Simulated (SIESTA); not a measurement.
The system is Er3Ge.

```
Er Ge
1.0
    -2.23342    2.23342    5.09448
     2.23342   -2.23342    5.09448
     2.23342    2.23342   -5.09448
Er Ge
3 1
Direct
  0.50000 0.50000 0.00000
  0.25000 0.75000 0.50000
  0.75000 0.25000 0.50000
  0.00000 0.00000 0.00000
```

The cell comes from a database or a generator and needn't be the stable form of this composition.

| Property | Result |
| --- | --- |
| Program | SIESTA 5.4.2 |
| Task | single point |
| Functional | PBEsol |
| Potentials or basis | PseudoDojo 0.4 standard with PseudoDojo 3+ lanthanides (4f in the core) (PBE and PBEsol files) |
| Basis | DZP (energy shift 0.003 Ry; two zetas on semicore shells) |
| Grid cutoff | 800 Ry |
| Energy shift | 0.003 Ry |
| k mesh | 8 × 8 × 8 |
| Occupations | fermi-dirac, width 0.05 eV |
| Spin | collinear spin, ferromagnetic start |
| Starting moments | [3.0, 3.0, 3.0, 0.0] μB |

On this cell: pressure -3.1 GPa; largest force under 0.003 eV/Å; net moment 0.00 μB per cell; band gap on the k mesh none (metal or under the smearing width).

The same run follows on a disturbed copy (atoms moved at random, drawn with an rms of 0.05 Å):

```
Er Ge
1.0
    -2.23342    2.23342    5.09448
     2.23342   -2.23342    5.09448
     2.23342    2.23342   -5.09448
Er Ge
3 1
Cartesian
  0.0385 0.0238 5.0692
  2.1858 -0.0343 2.5067
  0.0254 2.2395 2.5557
  0.0060 0.0161 0.0539
```

Question: What changes?

Answer: The energy (extrapolated to zero smearing) moves by +7.9 meV/atom; pressure -3.0 GPa; largest force 0.573 eV/Å; net moment 0.00 μB per cell; band gap on the k mesh none (metal or under the smearing width).

Forces on the atoms (eV/Å):
```
Er  -0.149 -0.098  0.182
Er   0.489  0.299 -0.017
Er  -0.370 -0.193 -0.043
Ge   0.030 -0.008 -0.122
```

Stress tensor (GPa, compression positive):
```
-3.40  0.08 -0.53
 0.08 -2.59  0.29
-0.53  0.29 -3.01
```

Caveats: the magnetic or orbital state may not be the lowest; the potentials were made for another functional, which shifts forces and pressure; short orbitals over semicore shells can move pressures by several GPa; spin-orbit coupling is left out, which moves the levels of the heavy elements; the 4f electrons are frozen in the core as for a trivalent ion, so they carry no moment and show no levels; the basis of atomic orbitals isn't converged, which shifts pressures, moduli and gaps.
